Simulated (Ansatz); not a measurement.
# Ba3LaTa3O12: the cost of one run

Method: DFT, PBE, plane-wave PAW, default files, scalar-relativistic, as far as a step names no other, in Ansatz 0.2.0.

**1. Starting point**

Symmetry: R3m, No. 160, trigonal system. The conventional cell has a = 5.812 Å, b = 5.812 Å, c = 27.940 Å, α = 90.00°, β = 90.00°, γ = 120.00°. Ba (site symmetry 3m) has 12 O at 2.82 to 2.91 Å as nearest neighbours. Ba (site symmetry 3m) has 12 O at 2.73 to 2.98 Å as nearest neighbours. Ba (site symmetry 3m) is surrounded by 12 O at 2.76 to 3.03 Å. Around La (site symmetry 3m) lie 3 O at 2.43 Å. Around Ta (site symmetry 3m) lie 6 O at 1.88 to 2.21 Å. Ta (site symmetry 3m) has 6 O at 1.93 to 2.15 Å as nearest neighbours. Ta (site symmetry 3m) is surrounded by 6 O at 1.98 to 2.06 Å. O (site symmetry m) is surrounded by 2 Ta at 2.06 to 2.15 Å and 4 Ba at 2.91 to 3.03 Å. Only part of the 11 independent sites is listed.

Coordinates:

```xyz
19
Lattice="2.9058 1.6777 9.3135 -2.9058 1.6777 9.3135 0.0000 -3.3554 9.3135" Properties=species:S:1:pos:R:3 pbc="T T T"
Ba    0.0000    0.0000   19.8479
Ba    0.0000    0.0000    8.0474
Ba    0.0000    0.0000    3.7200
La    0.0000    0.0000   23.8594
Ta    0.0000    0.0000   16.1038
Ta    0.0000    0.0000   11.8296
Ta    0.0000    0.0000   27.9213
O    -1.4614    0.8437   10.5046
O     0.0000   -1.6874   10.5046
O     1.4614    0.8437   10.5046
O     1.4744   -0.8512   17.5104
O     0.0000    1.7025   17.5104
O    -1.4744   -0.8512   17.5104
O    -1.4387    0.8306   15.2158
O     0.0000   -1.6612   15.2158
O     1.4387    0.8306   15.2158
O     1.4458   -0.8347   12.7943
O     0.0000    1.6695   12.7943
O    -1.4458   -0.8347   12.7943
```

**2. Gradients at the starting positions**

Contents of input.yaml:

```yaml
crystal:
  lattice:
    - [2.9058467581, 1.677691408, 9.3134954984]
    - [-2.9058467581, 1.677691408, 9.3134954984]
    - [0.0, -3.355382816, 9.3134954984]
  atoms:
    - { symbol: Ba, position: [0.710363, 0.710363, 0.710363] }
    - { symbol: Ba, position: [0.28802, 0.28802, 0.28802] }
    - { symbol: Ba, position: [0.13314, 0.13314, 0.13314] }
    - { symbol: La, position: [0.853938, 0.853938, 0.853938] }
    - { symbol: Ta, position: [0.576362, 0.576362, 0.576362] }
    - { symbol: Ta, position: [0.423385, 0.423385, 0.423385] }
    - { symbol: Ta, position: [0.999315, 0.999315, 0.999315] }
    - { symbol: O, position: [0.208331, 0.711231, 0.208331] }
    - { symbol: O, position: [0.208331, 0.208331, 0.711231] }
    - { symbol: O, position: [0.711231, 0.208331, 0.208331] }
    - { symbol: O, position: [0.795831, 0.288446, 0.795831] }
    - { symbol: O, position: [0.795831, 0.795831, 0.288446] }
    - { symbol: O, position: [0.288446, 0.795831, 0.795831] }
    - { symbol: O, position: [0.379549, 0.874639, 0.379549] }
    - { symbol: O, position: [0.379549, 0.379549, 0.874639] }
    - { symbol: O, position: [0.874639, 0.379549, 0.379549] }
    - { symbol: O, position: [0.623765, 0.12621, 0.623765] }
    - { symbol: O, position: [0.623765, 0.623765, 0.12621] }
    - { symbol: O, position: [0.12621, 0.623765, 0.623765] }
kpoints:
  mp_grid: { grid: [5, 5, 5] }
scf:
  occupations: { method: fermi_dirac, width: 0.02 }
hamiltonian:
  xc: pbe
  pseudopotentials: { kind: paw }
output:
  forces: true
  stress: true
  populations: true
  efg:
    quadrupole_moments_barn: { Ba: 0.236, La: 0.206, Ta: 3.17, O: -0.02558 }
    contact_densities: true
```

Launch:

```console
$ ansatz run input.yaml --threads 1 --pin off --max-ram 2560MiB --backend cpu --events-out ev --progress --plain --runs-dir out
```

Q: Estimate wall time and peak memory on 1 thread of Intel Xeon Platinum 8259CL at 2.50GHz (Skylake/Cascade Lake), shared host.

About 66 s, with a peak of 0.87 GiB.
